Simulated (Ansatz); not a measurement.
What does this script print? It uses the Ansatz DFT code, driven from Python.

The script reads `ch7nosi.xyz`:
```text
11

N    -1.76500    1.04130   -0.18430
C    -0.85870    0.12470    0.31310
O     0.28600    0.24950   -0.46860
Si    1.66880   -0.73920   -0.07890
H    -1.91920    0.88630   -1.20850
H    -1.36210    2.01490   -0.16510
H    -1.25440   -0.87760    0.23510
H    -0.62210    0.36410    1.36430
H     2.00680   -0.48500    1.37040
H     2.73220   -0.47480   -0.96480
H     1.15320   -2.16130   -0.19210
```

`ch7nosi_methods.py`
```python
# -*- coding: utf-8 -*-
"""CH7NOSi at several levels of theory."""

import logging
import sys

import ansatz as az

logging.basicConfig(stream=sys.stdout, format="%(name)s: %(message)s")
log = logging.getLogger("calc")
log.setLevel(logging.INFO)

ch7nosi = az.Crystal.molecule_from_extxyz("ch7nosi.xyz")

setup = ch7nosi.calculation().basis(gaussian="cc-pVDZ")

methods = ["mp2", "ccsd", "ccsd_t"]
batch = az.Session.batch([setup.correlation(m).input() for m in methods])
reports = sorted(batch.plan().execute().molecular_reports, key=lambda each: each["member"])
log.info(f"Hartree-Fock reference {reports[0]['reference_energy_ev'] / 27.211386246:.6f} Ha")
best = reports[-1]["free_energy_ev"] - reports[-1]["reference_energy_ev"]
for method, each in zip(methods, reports):
    gained = each["free_energy_ev"] - each["reference_energy_ev"]
    log.info(f"{method:8s} total {each['free_energy_ev'] / 27.211386246:.6f} Ha  correlation {gained:9.4f} eV  ({100 * gained / best:.1f} % of the last)")
```

```console
$ python ch7nosi_methods.py
calc: Hartree-Fock reference -460.200297 Ha
calc: mp2      total -460.804391 Ha  correlation  -16.4382 eV  (90.3 % of the last)
calc: ccsd     total -460.852899 Ha  correlation  -17.7582 eV  (97.5 % of the last)
calc: ccsd_t   total -460.869415 Ha  correlation  -18.2076 eV  (100.0 % of the last)
```

What to keep in mind:
- Total energies depend on the basis set; only differences at equal settings carry meaning.
- The geometry is a force-field or estimated start, not a minimum of this method, and the basis set is short of its limit. A lower total doesn't mark the better method: functionals have no common bound, and MP2 and coupled cluster aren't variational.
- Inner cores stay frozen, so this is valence correlation.
- For Al to Cl the sets with a tight d function, cc-pV(X+d)Z, are usual.

(A comment or docstring line of the script was reworded after the run, the code is as it ran; lines on the test bed's own set-up are left out of the output.)
